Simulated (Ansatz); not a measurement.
# TiAu: how the settings move a single-point run

Question: which choices in the input matter for TiAu?

Method: reference: DFT, r2SCAN, PAW with Ansatz's default frozen-core files, scalar-relativistic, in Ansatz 0.2.0.

### 1 Starting point

The structure is hexagonal, space group P-6m2 (No. 187). The conventional cell has a = 2.986 Å, b = 2.986 Å, c = 4.554 Å, α = 90.00°, β = 90.00°, γ = 120.00°. Ti (site symmetry -6m2) is surrounded by 6 Au at 2.86 Å and 6 Ti at 2.99 Å. Around Au (site symmetry -6m2) lie 6 Ti at 2.86 Å and 6 Au at 2.99 Å.

As a file:

```cif
data_structure
_symmetry_space_group_name_H-M 'P 1'
_symmetry_Int_Tables_number 1
_cell_length_a 2.9865
_cell_length_b 2.9865
_cell_length_c 4.5540
_cell_angle_alpha 90.000
_cell_angle_beta 90.000
_cell_angle_gamma 120.000
_cell_volume 35.18
loop_
_atom_site_label
_atom_site_type_symbol
_atom_site_fract_x
_atom_site_fract_y
_atom_site_fract_z
_atom_site_occupancy
Ti1 Ti 0.00000 0.00000 0.00000 1
Au1 Au 0.33333 0.66667 0.50000 1
```

### 2 Reference

File input.yaml:

```yaml
crystal:
  lattice:
    - [2.9864759274, 0.0, 0.0]
    - [-1.4932379637, 2.5863640209, 0.0]
    - [0.0, 0.0, 4.554018]
  atoms:
    - { symbol: Ti, position: [0.0, 0.0, 0.0], spin: 1.0 }
    - { symbol: Au, position: [0.3333333333, 0.6666666667, 0.5] }
magnetization:
  spin_polarized: true
kpoints:
  mp_grid: { grid: [13, 13, 7] }
scf:
  occupations: { method: fermi_dirac, width: 0.05 }
  lower_state_search: "off"
hamiltonian:
  xc: r2scan
  pseudopotentials: { kind: paw }
output:
  forces: true
  stress: true
  eigenvalues: true
  populations: true
  dos: { projected: true, de: 0.1, e_range: [-8, 5] }
  write_density: true
  write_potential: true
  elf: true
  volumetric_format: npy
```

Command:

```console
ansatz run input.yaml --threads 1 --pin off --max-ram 3072MiB --backend cpu --events-out ev --progress --plain --runs-dir out
```

### 3 Changed: lower_state_search light

Edit input.yaml of step 2 so:

```diff
@@ -14,3 +14,3 @@
   occupations: { method: fermi_dirac, width: 0.05 }
-  lower_state_search: "off"
+  lower_state_search: light
 hamiltonian:
@@ -23,3 +23,2 @@
   populations: true
-  dos: { projected: true, de: 0.1, e_range: [-8, 5] }
   write_density: true
```

**Question.** What will these runs give? Wanted: for each run, ending; energy change; pressure; abs. moment; force.

**Answer**, as computed:

```
                        run     ending  energy change  pressure (GPa)  abs. moment (μB)  force (eV/Å)  cycles  time
                  reference  converged              0            -2.8              0.98          0.00      15  56 s
1: lower_state_search light  converged   0.0 meV/atom            -2.8              0.98          0.00      15  53 s
```

Times don't compare one to one where runs were asked for different outputs or read a saved state (see the inputs); cycles may leave out searches for a lower state.

Residual by cycle in the longest SCF loop of each run; runs are numbered as in the table. The quantity is the density residual dr2, in eV.

```
cycle  reference    run 1
    1        279     67.8
    2       5.21       12
    4     0.0964     0.11
    5     0.0543    0.033
    6     0.0121  0.00328
    7    0.00339  0.00316
    9     1.7e-4   7.1e-5
   10     5.3e-5   3.6e-6
   11     7.3e-6   8.2e-7
   12     2.0e-6   8.6e-8
   14     1.6e-8   2.7e-9
   15     4.8e-9  3.1e-10
```

**Reading.** The changed input (search for lower states) leaves the energy the same to the digits printed.
